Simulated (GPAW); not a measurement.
# AlSn (P-6m2) in GPAW: notebook

One crystal, AlSn, is run at these levels: PBEsol, LDA; tasks: band structure.

All numbers are computed with GPAW 26.7.0; they aren't measurements. Logs are shortened: lines on timing, memory, paths and dates and some standing lists are left out, and cuts for length are marked. The log counts tension as positive stress, the text compression.

## (1) Starting point

Symmetry: P-6m2, No. 187, hexagonal system. Conventional cell: a = 4.198 Å, b = 4.198 Å, c = 3.307 Å, α = 90.00°, β = 90.00°, γ = 120.00°. Sn (site symmetry -6m2) has 6 Al at 2.93 Å and 2 Sn at 3.31 Å as nearest neighbours. Al (site symmetry -6m2) has 6 Sn at 2.93 Å and 2 Al at 3.31 Å as nearest neighbours.

The cell comes from a database or a generator and needn't be the stable form of this composition.

## (2) Band structure, PBEsol

File run.py:

```python
from ase import Atoms
from ase.dft.bandgap import bandgap
from ase.io import write
from ase.units import GPa
from gpaw import GPAW, PW, setup_paths

setup_paths.insert(0, '.')

atoms = Atoms(['Sn', 'Al'],
              cell=[[4.1981056157, 0.0, 0.0],
                    [-2.0990528078, 3.6356661109, 0.0],
                    [0.0, 0.0, 3.306847]],
              scaled_positions=[[0.3333333333, 0.6666666667, 0.5],
                                [0.0, 0.0, 0.0]],
              pbc=True)

calc = GPAW(mode=PW(600),
            xc='PBEsol',
            kpts={'size': (7, 7, 8), 'gamma': True},
            occupations={'name': 'fermi-dirac', 'width': 0.05},
            nbands=17,
            convergence={'density': 1e-05, 'energy': 1e-05},
            maxiter=150,
            txt='gpaw.txt')
atoms.calc = calc
energy = atoms.get_potential_energy()
forces = atoms.get_forces()
stress = atoms.get_stress()
calc.write('gs.gpw')
write('result.traj', atoms)
print(f'Energy: {energy:.6f} eV')
print('Forces (eV/A):')
print(forces.round(4))
print('Stress (GPa):', (stress / GPa).round(3))
print('Fermi level:', round(calc.get_fermi_level(), 4), 'eV')
print(f'Gap: {bandgap(calc)[0]:.4f} eV, direct: {bandgap(calc, direct=True)[0]:.4f} eV')

path = atoms.cell.bandpath('GMKGALHA,LM,KH', npoints=100, eps=1e-4)
bs_calc = calc.fixed_density(kpts=path, symmetry='off', nbands=29,
                             convergence={'bands': 'CBM+6.0', 'eigenstates': 1e-6}, txt='bands.txt')
bs = bs_calc.band_structure()
bs.write('bs.json')
print(f'Gap on the path: {bandgap(bs_calc)[0]:.4f} eV')
```

Potentials or basis: PAW data sets generated in the run's folder for this functional, pw.

Command:

```sh
gpaw-setup -f PBEsol Al Sn
OMP_NUM_THREADS=1 python run.py
```

gpaw.txt:

```text
__  _  _
 | _ |_)|_||  |
 |__||  | ||/\| - 26.7.0

Input parameters:
  mode=PW(ecut=600.0),
  convergence={'density': 1e-05, 'energy': 1e-05},
  kpts=MonkhorstPack(size=(7, 7, 8), gamma=True),
  maxiter=150,
  nbands=17,
  occupations=Occupations(name='fermi-dirac', width=0.05),
  xc=XC(name='PBEsol')

Diagonalizing LCAO Hamiltonian
Converting LCAO to pw mode

         Sn

       Al

Atoms  # Å, Bohr magnetons
|   | symbol |         x |        y |        z |    initial magnetic moments |
|---|--------|-----------|----------|----------|-----------------------------|
| 0 |     Sn | -0.000000 | 2.423777 | 1.653423 | ( 0.0000,  0.0000,  0.0000) |
| 1 |     Al |  0.000000 | 0.000000 | 0.000000 | ( 0.0000,  0.0000,  0.0000) |

Unit cell  # Å
| periodic |         x |        y |        z |  lengths |     angles |
|----------|-----------|----------|----------|----------|------------|
|      yes |  4.198106 | 0.000000 | 0.000000 | 4.198106 |  90.000000 |
|      yes | -2.099053 | 3.635666 | 0.000000 | 4.198106 |  90.000000 |
|      yes |  0.000000 | 0.000000 | 3.306847 | 3.306847 | 120.000000 |

Number of symmetries: 12
Symmetry operations  # r_c * U_cc + t_c -> r_c
|    | kind |            matrix            |
|----|------|------------------------------|
|  0 |  σ   |  1, 1, 0,  0,-1, 0,  0, 0, 1 |
|  1 |  C2  |  1, 1, 0,  0,-1, 0,  0, 0,-1 |
|  2 |  E   |  1, 0, 0,  0, 1, 0,  0, 0, 1 |
|  3 |  σ   |  1, 0, 0,  0, 1, 0,  0, 0,-1 |
|  4 |  C3  |  0, 1, 0, -1,-1, 0,  0, 0, 1 |
|  5 |  S3  |  0, 1, 0, -1,-1, 0,  0, 0,-1 |
|  6 |  σ   |  0,-1, 0, -1, 0, 0,  0, 0, 1 |
|  7 |  C2  |  0,-1, 0, -1, 0, 0,  0, 0,-1 |
|  8 |  σ   | -1, 0, 0,  1, 1, 0,  0, 0, 1 |
|  9 |  C2  | -1, 0, 0,  1, 1, 0,  0, 0,-1 |
| 10 |  C3  | -1,-1, 0,  1, 0, 0,  0, 0, 1 |
| 11 |  S3  | -1,-1, 0,  1, 0, 0,  0, 0,-1 |

BZ-sampling:
  Number of BZ points: 392
  Number of IBZ points: 40

  Monkhorst-Pack size: [7, 7, 8]
  Monkhorst-Pack shift: [0.0, 0.0, 0.0625]

K-points  # in reciprocal-cell coordinates
|     |                                coordinates |     weight |
|-----|--------------------------------------------|------------|
|   0 | (  0.00000000,   0.00000000,   0.00000000) | 0.00255102 |
|   1 | (  0.00000000,   0.00000000,   0.12500000) | 0.00510204 |
|   2 | (  0.00000000,   0.00000000,   0.25000000) | 0.00510204 |
|   3 | (  0.00000000,   0.00000000,   0.37500000) | 0.00510204 |
|   4 | (  0.00000000,   0.00000000,   0.50000000) | 0.00255102 |
|   5 | (  0.14285714,   0.00000000,   0.00000000) | 0.01530612 |
|   6 | (  0.14285714,   0.00000000,   0.12500000) | 0.03061224 |
|   7 | (  0.14285714,   0.00000000,   0.25000000) | 0.03061224 |
|   8 | (  0.14285714,   0.00000000,   0.37500000) | 0.03061224 |
|   9 | (  0.14285714,   0.00000000,   0.50000000) | 0.01530612 |
| ... |                                            |            |
|  39 | (  0.42857143,   0.42857143,   0.50000000) | 0.01530612 |

Plane wave coefficients: 1730
Cutoff: 600.0 eV

Spin-components: 1 (collinear spins)
Bands:           17
Projectors:      11
Spin-degeneracy: 2
Datatype:        complex128

Parallelization:
  kpt:    1
  domain: 1
  band:   1

Density:
  Valence electrons: 17.0
  Components: 1
  Grid points: [24 24 20]
  Charge: 0.0  # |e|

Potential:
  Grid points: [24 24 20]

species:
  Sn:
    name:    Tin
    Z:       50.0
    valence: 14
    core:    36
    charge:  0.0  # [|e|]
    compensation charges:
      type: gauss
      rc: 0.38  # [Å]
      lmax: 2
    cutoffs:
      filter: 2.23  # [Å]
      core: 2.35  # [Å]
    projectors
    | kind |    occ | energy [eV] | rcut [Å] |
    |------|--------|-------------|----------|
    |   5s |  2.000 |     -10.584 |    1.201 |
    |   5p |  2.000 |      -3.711 |    1.270 |
    |   4d | 10.000 |     -25.798 |    1.185 |
    |    s |        |      16.628 |    1.201 |
    |    p |        |      23.501 |    1.270 |
    |    d |        |       1.413 |    1.185 |

    Using partial waves for Sn as LCAO basis

  Al:
    name:    Aluminium
    Z:       13.0
    valence: 3
    core:    10
    charge:  0.0  # [|e|]
    compensation charges:
      type: gauss
      rc: 0.34  # [Å]
      lmax: 2
    cutoffs:
      filter: 1.91  # [Å]
      core: 2.36  # [Å]
    projectors
    | kind |    occ | energy [eV] | rcut [Å] |
    |------|--------|-------------|----------|
    |   3s |  2.000 |      -7.715 |    1.085 |
    |   3p |  1.000 |      -2.689 |    1.085 |
    |    s |        |      19.497 |    1.085 |
    |    p |        |      24.522 |    1.085 |
    |    d |        |       0.000 |    1.085 |

    Using partial waves for Al as LCAO basis

Reference energy: -174526.031072  # eV

eigensolver:
[... 26 lines left out ...]
convergence criteria:
- Maximum integral of absolute [dens]ity change: 1e-05 electrons / valence electron
- Maximum [total energy] change in last 3 cyles: 1e-05 eV / valence electron
- Maximum integral of absolute [eigenst]ate change: 4e-08 eV^2 / valence electron
maximum number of iterations: 150

SCF iterations
|iter     | |      energy | eigst |  dens |
|---------|-|-------------|-------|-------|
|iter:   1| |   -8.200091 | -0.01 |       |
|iter:   2| |   -8.198664 | -2.49 | -1.38 |
|iter:   3| |   -8.169302 | -2.65 | -1.40 |
|iter:   4| |   -8.168552 | -3.40 | -1.92 |
|iter:   5| |   -8.168657 | -4.70 | -2.67 |
|iter:   6| |   -8.168669c| -5.88 | -3.26 |
|iter:   7| |   -8.168671c| -6.92 | -3.85 |
|iter:   8| |   -8.168671c| -7.52c| -4.60 |
|iter:   9| |   -8.168671c| -7.87c| -5.27c|

Converged in 9 steps
Energy contributions relative to reference atoms: (reference = -174526.031072)

Energy contributions:
  Kinetic:           5.357722
  Coulomb:          -4.194561
  Zero:             -0.000405
  External:          0.000000
  Xc:               -9.329431
  Entropy:          -0.003993
  Spinorbit:         0.000000
  ----------------------------
  Free energy:      -8.170667
  Extrapolated:     -8.168671

dipole moment: (-5.544006, -5.159058, -5.702850)  # |e|*Ang

Fermi level: 5.574
Eigenvalues  # (at kpt = [0.000, 0.000, 0.000])
| band index |      eig [eV] | occ [0-2] |
|------------|---------------|-----------|
|          0 |       -15.699 |     2.000 |
|          1 |       -15.592 |     2.000 |
|          2 |       -15.592 |     2.000 |
|          3 |       -15.572 |     2.000 |
|          4 |       -15.572 |     2.000 |
|          5 |        -4.878 |     2.000 |
[... 9 lines left out ...]
|         15 |        19.019 |     0.000 |
|         16 |        19.024 |     0.000 |

No gap
No difference between direct/indirect transitions

Forces  # eV/Ang
|       x |        y |       z |
|---------|----------|---------|
| 0.00000 |  0.00000 | 0.00000 |  # Sn   0
| 0.00000 | -0.00000 | 0.00000 |  # Al   1

Stress tensor  # eV/Ang^3
|         x |         y |        z |
|-----------|-----------|----------|
|  0.012131 | -0.000000 | 0.000000 |
| -0.000000 |  0.012131 | 0.000000 |
|  0.000000 |  0.000000 | 0.011351 |

# Writing to gs.gpw (mode='')
```

Wall time 45 s (1 thread of Arm Neoverse V2, shared host); peak memory 0.3 GiB.

Results:

| Property | Result |
| --- | --- |
| Free energy | -8.1707 eV |
| Pressure | -1.9 GPa |
| Band gap along the path | none (metal or under the smearing width) |

Stress tensor (GPa, compression positive):
```
-1.94  0.00  0.00
 0.00 -1.94  0.00
 0.00  0.00 -1.82
```

Levels at the corners of the path, in eV from the Fermi level:
```tsv
point	band 5	band 6	band 7	band 8	band 9	band 10	band 11	band 12
Γ	-21.15	-10.45	-0.22	-0.22	0.69	2.59	3.12	3.12
M	-21.15	-8.62	-6.33	-1.83	0.56	4.41	6.49	7.15
K	-21.15	-8.21	-6.32	-3.97	5.00	5.47	5.78	6.01
Γ	-21.15	-10.45	-0.22	-0.22	0.69	2.59	3.12	3.12
A	-21.09	-7.43	-6.21	2.70	2.70	3.61	3.61	3.77
L	-21.08	-5.74	-4.22	-3.17	-2.33	1.18	2.40	3.67
H	-21.08	-5.38	-3.62	-3.09	-2.57	-0.90	0.17	7.66
A	-21.09	-7.43	-6.21	2.70	2.70	3.61	3.61	3.77
L	-21.08	-5.74	-4.22	-3.17	-2.33	1.18	2.40	3.67
M	-21.15	-8.62	-6.33	-1.83	0.56	4.41	6.49	7.15
K	-21.15	-8.21	-6.32	-3.97	5.00	5.47	5.78	6.01
H	-21.08	-5.38	-3.62	-3.09	-2.57	-0.90	0.17	7.66
```

Caveat: spin-orbit coupling is left out, which moves the levels of the heavy elements.

## (3) Band structure, LDA

run.py: that of step 2 with these lines changed.

```diff
@@ -4,5 +4,3 @@
 from ase.units import GPa
-from gpaw import GPAW, PW, setup_paths
-
-setup_paths.insert(0, '.')
+from gpaw import GPAW, PW
 
@@ -17,3 +15,3 @@
 calc = GPAW(mode=PW(600),
-            xc='PBEsol',
+            xc='LDA',
             kpts={'size': (7, 7, 8), 'gamma': True},
```

Potentials or basis: the program's PAW data sets (release 1.2.1) made for this functional, pw.

Command:

```sh
OMP_NUM_THREADS=1 python run.py
```

gpaw.txt:

```text
__  _  _
 | _ |_)|_||  |
 |__||  | ||/\| - 26.7.0

Input parameters:
  mode=PW(ecut=600.0),
  convergence={'density': 1e-05, 'energy': 1e-05},
  kpts=MonkhorstPack(size=(7, 7, 8), gamma=True),
  maxiter=150,
  nbands=17,
  occupations=Occupations(name='fermi-dirac', width=0.05),
  xc=XC(name='LDA')

Diagonalizing LCAO Hamiltonian
Converting LCAO to pw mode

         Sn

       Al

Atoms  # Å, Bohr magnetons
|   | symbol |         x |        y |        z |    initial magnetic moments |
|---|--------|-----------|----------|----------|-----------------------------|
| 0 |     Sn | -0.000000 | 2.423777 | 1.653423 | ( 0.0000,  0.0000,  0.0000) |
| 1 |     Al |  0.000000 | 0.000000 | 0.000000 | ( 0.0000,  0.0000,  0.0000) |

Unit cell  # Å
| periodic |         x |        y |        z |  lengths |     angles |
|----------|-----------|----------|----------|----------|------------|
|      yes |  4.198106 | 0.000000 | 0.000000 | 4.198106 |  90.000000 |
|      yes | -2.099053 | 3.635666 | 0.000000 | 4.198106 |  90.000000 |
|      yes |  0.000000 | 0.000000 | 3.306847 | 3.306847 | 120.000000 |

Number of symmetries: 12
Symmetry operations  # r_c * U_cc + t_c -> r_c
|    | kind |            matrix            |
|----|------|------------------------------|
|  0 |  σ   |  1, 1, 0,  0,-1, 0,  0, 0, 1 |
|  1 |  C2  |  1, 1, 0,  0,-1, 0,  0, 0,-1 |
|  2 |  E   |  1, 0, 0,  0, 1, 0,  0, 0, 1 |
|  3 |  σ   |  1, 0, 0,  0, 1, 0,  0, 0,-1 |
|  4 |  C3  |  0, 1, 0, -1,-1, 0,  0, 0, 1 |
|  5 |  S3  |  0, 1, 0, -1,-1, 0,  0, 0,-1 |
|  6 |  σ   |  0,-1, 0, -1, 0, 0,  0, 0, 1 |
|  7 |  C2  |  0,-1, 0, -1, 0, 0,  0, 0,-1 |
|  8 |  σ   | -1, 0, 0,  1, 1, 0,  0, 0, 1 |
[... 128 lines left out ...]

convergence criteria:
- Maximum integral of absolute [dens]ity change: 1e-05 electrons / valence electron
- Maximum [total energy] change in last 3 cyles: 1e-05 eV / valence electron
- Maximum integral of absolute [eigenst]ate change: 4e-08 eV^2 / valence electron
maximum number of iterations: 150

SCF iterations
|iter     | |      energy | eigst |  dens |
|---------|-|-------------|-------|-------|
|iter:   1| |   -8.565990 | +0.03 |       |
|iter:   2| |   -8.563731 | -2.49 | -1.37 |
|iter:   3| |   -8.527173 | -2.72 | -1.40 |
|iter:   4| |   -8.525815 | -3.51 | -1.93 |
|iter:   5| |   -8.525888 | -4.72 | -2.66 |
|iter:   6| |   -8.525893c| -6.06 | -3.29 |
|iter:   7| |   -8.525894c| -7.13 | -3.87 |
|iter:   8| |   -8.525894c| -7.59c| -4.58 |
|iter:   9| |   -8.525894c| -8.08c| -5.31c|

Converged in 9 steps
Energy contributions relative to reference atoms: (reference = -174444.008118)

Energy contributions:
  Kinetic:           4.911831
  Coulomb:          -3.809905
  Zero:              0.013544
  External:          0.000000
  Xc:               -9.639537
  Entropy:          -0.003654
  Spinorbit:         0.000000
  ----------------------------
  Free energy:      -8.527721
  Extrapolated:     -8.525894

dipole moment: (-5.526146, -5.208628, -5.729632)  # |e|*Ang

Fermi level: 5.408
Eigenvalues  # (at kpt = [0.000, 0.000, 0.000])
| band index |      eig [eV] | occ [0-2] |
|------------|---------------|-----------|
|          0 |       -15.813 |     2.000 |
|          1 |       -15.705 |     2.000 |
|          2 |       -15.705 |     2.000 |
|          3 |       -15.686 |     2.000 |
|          4 |       -15.686 |     2.000 |
|          5 |        -5.042 |     2.000 |
[... 9 lines left out ...]
|         15 |        18.843 |     0.000 |
|         16 |        18.853 |     0.000 |

No gap
No difference between direct/indirect transitions

Forces  # eV/Ang
|        x |       y |       z |
|----------|---------|---------|
| -0.00000 | 0.00000 | 0.00000 |  # Sn   0
|  0.00000 | 0.00000 | 0.00000 |  # Al   1

Stress tensor  # eV/Ang^3
|         x |         y |        z |
|-----------|-----------|----------|
|  0.019347 | -0.000000 | 0.000000 |
| -0.000000 |  0.019347 | 0.000000 |
|  0.000000 |  0.000000 | 0.020113 |

# Writing to gs.gpw (mode='')
```

stdout:

```text
Energy: -8.525894 eV
Forces (eV/A):
[[-0.  0.  0.]
 [ 0.  0.  0.]]
Stress (GPa): [ 3.1    3.1    3.222  0.     0.    -0.   ]
Fermi level: 5.408 eV
Gap: 0.0000 eV, direct: 0.0000 eV
Gap on the path: 0.0000 eV
```

Wall time 43 s (1 thread of Arm Neoverse V2, shared host); peak memory 0.3 GiB.

Results:

| Item | Value |
| --- | --- |
| Free energy | -8.5277 eV |
| Pressure | -3.1 GPa |
| Band gap along the path | none (metal or under the smearing width) |

Levels at the corners of the path, in eV from the Fermi level:
```csv
point,band 4,band 5,band 6,band 7,band 8,band 9,band 10,band 11,band 12,band 13
Γ,-21.09,-21.09,-10.45,-0.21,-0.21,0.60,2.57,3.18,3.18,5.25
M,-21.10,-21.09,-8.65,-6.30,-1.80,0.59,4.37,6.46,7.18,7.92
K,-21.10,-21.10,-8.24,-6.29,-3.91,4.95,5.45,5.73,5.97,6.15
Γ,-21.09,-21.09,-10.45,-0.21,-0.21,0.60,2.57,3.18,3.18,5.25
A,-21.11,-21.04,-7.46,-6.18,2.67,2.67,3.62,3.62,3.73,4.06
L,-21.09,-21.03,-5.81,-4.19,-3.13,-2.31,1.18,2.44,3.72,3.98
H,-21.09,-21.03,-5.48,-3.58,-3.04,-2.60,-0.86,0.25,7.63,7.99
A,-21.11,-21.04,-7.46,-6.18,2.67,2.67,3.62,3.62,3.73,4.06
L,-21.09,-21.03,-5.81,-4.19,-3.13,-2.31,1.18,2.44,3.72,3.98
M,-21.10,-21.09,-8.65,-6.30,-1.80,0.59,4.37,6.46,7.18,7.92
K,-21.10,-21.10,-8.24,-6.29,-3.91,4.95,5.45,5.73,5.97,6.15
H,-21.09,-21.03,-5.48,-3.58,-3.04,-2.60,-0.86,0.25,7.63,7.99
```

Caveat: spin-orbit coupling is left out, which moves the levels of the heavy elements.
